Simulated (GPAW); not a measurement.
# Zr3AlN4 (P4/mmm) in GPAW: single point with TB-mBJ

Aim: the single point of Zr3AlN4 with TB-mBJ.

All numbers are computed with GPAW 26.7.0; they aren't measurements. Logs are shortened: lines on timing, memory, paths and dates and some standing lists are left out, and cuts for length are marked. The log counts tension as positive stress, the text compression.

**1. The structure**

It takes space group P4/mmm (No. 123, tetragonal). Conventional cell: a = 3.215 Å, b = 3.215 Å, c = 8.976 Å, α = 90.00°, β = 90.00°, γ = 90.00°. Zr (site symmetry 4mm) has 6 N at 2.23 to 2.28 Å as nearest neighbours. Zr (site symmetry 4/mmm) is surrounded by 6 N at 2.27 to 2.47 Å. Around Al (site symmetry 4/mmm) lie 6 N at 2.02 to 2.27 Å. Around N (site symmetry 4/mmm) lie 6 Zr at 2.26 to 2.27 Å. N (site symmetry 4mm) is surrounded by 1 Al at 2.02 Å and 4 Zr at 2.28 Å. Around N (site symmetry 4/mmm) lie 2 Zr at 2.23 Å and 4 Al at 2.27 Å.

The cell comes from a database or a generator and needn't be the stable form of this composition.

**2. Single point, TB-mBJ**

Input file run.py:

```python
from ase import Atoms
from ase.dft.bandgap import bandgap
from ase.io import write
from gpaw import GPAW, PW

atoms = Atoms(['Zr', 'Zr', 'Zr', 'Al', 'N', 'N', 'N', 'N'],
              cell=[[3.214915, 0.0, 0.0],
                    [0.0, 3.214915, 0.0],
                    [0.0, 0.0, 8.976445]],
              scaled_positions=[[0.5, 0.5, 0.24865],
                                [0.0, 0.0, 0.5],
                                [0.5, 0.5, 0.75135],
                                [0.0, 0.0, 0.0],
                                [0.5, 0.5, 0.5],
                                [0.0, 0.0, 0.774866],
                                [0.5, 0.5, 0.0],
                                [0.0, 0.0, 0.225134]],
              pbc=True)

calc = GPAW(mode=PW(800),
            xc='TB09',
            kpts={'size': (6, 6, 2), 'gamma': True},
            occupations={'name': 'fermi-dirac', 'width': 0.05},
            nbands=54,
            convergence={'density': 1e-05, 'energy': 1e-05},
            eigensolver='cg',
            maxiter=150,
            txt='gpaw.txt')
atoms.calc = calc
energy = atoms.get_potential_energy()
calc.write('gs.gpw')
write('result.traj', atoms)
print('Fermi level:', round(calc.get_fermi_level(), 4), 'eV')
print(f'Gap: {bandgap(calc)[0]:.4f} eV, direct: {bandgap(calc, direct=True)[0]:.4f} eV')
```

Potentials or basis: GPAW PAW data sets for LDA (gpaw-data 1.2.1), pw.

Run with:

```
OMP_NUM_THREADS=1 python run.py
```

gpaw.txt:

```text
___ ___ ___ _ _ _
 |   |   |_  | | | |
 | | | | | . | | | |
 |__ |  _|___|_____|  26.7.0
 |___|_|

Input parameters:
  convergence: {density: 1e-05,
                energy: 1e-05}
  eigensolver: cg
  kpts: {gamma: True,
         size: (6, 6, 2)}
  maxiter: 150
  mode: {ecut: 800.0,
         name: pw}
  nbands: 54
  occupations: {name: fermi-dirac,
                width: 0.05}
  xc: TB09

System changes: positions, numbers, cell, pbc, initial_charges, initial_magmoms

Initialize ...

species:
  Zr:
    name:    Zirconium
    Z:       40.0
    valence: 12
    core:    28
    charge:  0.0  # [|e|]
    compensation charges:
      type: gauss
      rc: 0.40  # [Å]
      lmax: 2
    cutoffs:
      filter: 2.39  # [Å]
      core: 1.59  # [Å]
    projectors
    | kind |    occ | energy [eV] | rcut [Å] |
    |------|--------|-------------|----------|
    |   4s |  2.000 |     -54.491 |    1.323 |
    |   5s |  2.000 |      -4.587 |    1.323 |
    |   4p |  6.000 |     -32.510 |    1.334 |
    |   5p |  0.000 |      -1.548 |    1.334 |
    |   4d |  2.000 |      -3.736 |    1.244 |
    |    d |        |      23.475 |    1.244 |

    Using partial waves for Zr as LCAO basis

  Al:
    name:    Aluminium
    Z:       13.0
    valence: 3
    core:    10
    charge:  0.0  # [|e|]
    compensation charges:
      type: gauss
      rc: 0.34  # [Å]
      lmax: 2
    cutoffs:
      filter: 1.91  # [Å]
      core: 2.36  # [Å]
    projectors
    | kind |    occ | energy [eV] | rcut [Å] |
    |------|--------|-------------|----------|
    |   3s |  2.000 |      -7.830 |    1.085 |
    |   3p |  1.000 |      -2.783 |    1.085 |
    |    s |        |      19.382 |    1.085 |
    |    p |        |      24.428 |    1.085 |
    |    d |        |       0.000 |    1.085 |

    Using partial waves for Al as LCAO basis

  N:
    name:    Nitrogen
    Z:       7.0
    valence: 5
    core:    2
    charge:  0.0  # [|e|]
    compensation charges:
      type: gauss
      rc: 0.18  # [Å]
      lmax: 2
    cutoffs:
      filter: 1.11  # [Å]
      core: 0.96  # [Å]
    projectors
    | kind |    occ | energy [eV] | rcut [Å] |
    |------|--------|-------------|----------|
    |   2s |  2.000 |     -18.420 |    0.603 |
    |   2p |  3.000 |      -7.237 |    0.529 |
    |    s |        |       8.791 |    0.603 |
    |    p |        |      19.974 |    0.529 |
    |    d |        |       0.000 |    0.577 |

    Using partial waves for N as LCAO basis

Reference energy: -305821.607168  # eV

Spin-paired calculation

Convergence criteria:
 Maximum [total energy] change in last 3 cyles: 1e-05 eV / valence electron
 Maximum integral of absolute [dens]ity change: 1e-05 electrons / valence electron
 Maximum integral of absolute [eigenst]ate change: 4e-08 eV^2 / valence electron
 Maximum number of scf [iter]ations: 150
 (Square brackets indicate name in SCF output, whereas a 'c' in
 the SCF output indicates the quantity has converged.)

Symmetries present (total): 16

  ( 1  0  0)  ( 1  0  0)  ( 1  0  0)  ( 1  0  0)  ( 0  1  0)  ( 0  1  0)
  ( 0  1  0)  ( 0  1  0)  ( 0 -1  0)  ( 0 -1  0)  ( 1  0  0)  ( 1  0  0)
  ( 0  0  1)  ( 0  0 -1)  ( 0  0  1)  ( 0  0 -1)  ( 0  0  1)  ( 0  0 -1)

  ( 0  1  0)  ( 0  1  0)  ( 0 -1  0)  ( 0 -1  0)  ( 0 -1  0)  ( 0 -1  0)
  (-1  0  0)  (-1  0  0)  ( 1  0  0)  ( 1  0  0)  (-1  0  0)  (-1  0  0)
  ( 0  0  1)  ( 0  0 -1)  ( 0  0  1)  ( 0  0 -1)  ( 0  0  1)  ( 0  0 -1)

  (-1  0  0)  (-1  0  0)  (-1  0  0)  (-1  0  0)
  ( 0  1  0)  ( 0  1  0)  ( 0 -1  0)  ( 0 -1  0)
  ( 0  0  1)  ( 0  0 -1)  ( 0  0  1)  ( 0  0 -1)

72 k-points: 6 x 6 x 2 Monkhorst-Pack grid + [1/12,1/12,1/4]
20 k-points in the irreducible part of the Brillouin zone
       k-points in crystal coordinates                weights
   0:     0.00000000    0.00000000    0.00000000          1/72
   1:     0.00000000    0.00000000    0.50000000          1/72
   2:     0.16666667    0.00000000    0.00000000          4/72
   3:     0.16666667    0.00000000    0.50000000          4/72
   4:     0.16666667    0.16666667    0.00000000          4/72
   5:     0.16666667    0.16666667    0.50000000          4/72
   6:     0.33333333    0.00000000    0.00000000          4/72
   7:     0.33333333    0.00000000    0.50000000          4/72
   8:     0.33333333    0.16666667    0.00000000          8/72
   9:     0.33333333    0.16666667    0.50000000          8/72
          ...
  19:     0.50000000    0.50000000    0.50000000          1/72

Wave functions: Plane wave expansion
  Cutoff energy: 800.000 eV
  Number of coefficients (min, max): 4712, 4810
  Pulay-stress correction: 0.000000 eV/Ang^3 (de/decut=0.000000)
  Using FFTW library
  ScaLapack parameters: grid=1x1, blocksize=None
  Wavefunction extrapolation:
    Improved wavefunction reuse through dual PAW basis

Occupation numbers: Fermi-Dirac:
  width: 0.0500  # eV

Eigensolver
   CG(niter=4, rtol=3.0e-01)

Densities:
  Coarse grid: 21*21*60 grid
  Fine grid: 42*42*120 grid
  Total Charge: 0.000000

Density mixing:
  Method: separate
  Backend: msr1
  Linear mixing parameter: 0.05
  old densities: 10
  Width of damping distribution: 1.1
  Damping of long wavelength oscillations: 20

Hamiltonian:
  XC and Coulomb potentials evaluated on a 42*42*120 grid
  Using the TB09 Exchange-Correlation functional
  External potential:
    NoExternalPotential

XC parameters: TB09 with 2 nearest neighbor stencil

Number of atoms: 8
Number of atomic orbitals: 59
Number of bands in calculation: 54
Number of valence electrons: 59
Bands to converge: occupied

... initialized

Initializing position-dependent things.

Density initialized from atomic densities
Creating initial wave functions:
  54 bands from LCAO basis set

   .-------.
  /|       |
 * |       |
 | |       |
 N |  Zr   |
 | |       |
 | |       |
 Zr|  N    |
 | |       |
 | |  Zr   |
 | |       |
 N .-------.
 |/   N   /
 Al------*

Atomic positions and initial magnetic moments

Positions:
   0 Zr     1.607457    1.607457    2.231993    ( 0.0000,  0.0000,  0.0000)
   1 Zr     0.000000    0.000000    4.488223    ( 0.0000,  0.0000,  0.0000)
   2 Zr     1.607457    1.607457    6.744452    ( 0.0000,  0.0000,  0.0000)
   3 Al     0.000000    0.000000    0.000000    ( 0.0000,  0.0000,  0.0000)
   4 N      1.607457    1.607457    4.488223    ( 0.0000,  0.0000,  0.0000)
   5 N      0.000000    0.000000    6.955542    ( 0.0000,  0.0000,  0.0000)
   6 N      1.607457    1.607457    0.000000    ( 0.0000,  0.0000,  0.0000)
   7 N      0.000000    0.000000    2.020903    ( 0.0000,  0.0000,  0.0000)

Unit cell:
           periodic     x           y           z      points  spacing
  1. axis:    yes    3.214915    0.000000    0.000000    21     0.1531
  2. axis:    yes    0.000000    3.214915    0.000000    21     0.1531
  3. axis:    yes    0.000000    0.000000    8.976445    60     0.1496

  Lengths:   3.214915   3.214915   8.976445
  Angles:   90.000000  90.000000  90.000000

Effective grid spacing dv^(1/3) = 0.1519

iter:   1 10072.412051
iter:   2 10100.592835   +2.23  -0.83
iter:   3 10094.865423   +0.55  -1.14
iter:   4 10098.354172   -0.33  -1.00
iter:   5 10099.805162   -0.46  -1.11
iter:   6 10103.741308   -0.63  -1.16
iter:   7 10108.520786   -0.39  -1.37
iter:   8 10113.611327   -1.29  -1.61
iter:   9 10116.520582   -1.80  -1.97
iter:  10 10115.905073   -1.33  -2.12
[... 49 further cycles ...]
iter:  60 10114.434646   -7.49c -4.65
iter:  61 10114.440275   -6.67  -4.57
iter:  62 10114.436714   -6.63  -5.07c
iter:  63 10114.441120   -6.56  -4.99
iter:  64 10114.440000   -6.49  -5.25c
iter:  65 10114.441585   -6.74  -5.17c
iter:  66 10114.442001   -6.82  -5.67c
iter:  67 10114.443443   -7.24  -5.59c
iter:  68 10114.443377   -7.31  -5.51c
iter:  69 10114.443256c  -7.46c -5.43c

Converged after 69 iterations.

Dipole moment: (-0.000000, -0.000000, -0.000000) |e|*Ang

Energy contributions relative to reference atoms: (reference = -305821.607168)

Kinetic:         +8.905674
Potential:       -9.815565
External:        +0.000000
XC:            +10115.353176
Entropy (-ST):   -0.012556
Local:           +0.006250
SIC:             +0.000000
--------------------------
Free energy:   +10114.436978
Extrapolated:  +10114.443256

Showing only first 2 kpts
 Kpt  Band  Eigenvalues  Occupancy
  0    27      9.76632    2.00000
  0    28      9.76632    2.00000
  0    29     10.31726    2.00000
  0    30     11.38782    2.00000

  1    27      9.59002    2.00000
  1    28      9.59002    2.00000
  1    29     10.22797    2.00000
  1    30     11.46933    2.00000

Fermi level: 12.47663

No gap
No difference between direct/indirect transitions
Writing to gs.gpw (mode='')
```

It took 20 min on 1 thread of Arm Neoverse V1, shared host; peak memory 0.49 GiB.

Results:

```
Band gap on the k mesh : none (metal or under the smearing width)
```

Caveat: a model potential gives levels but no total energy.
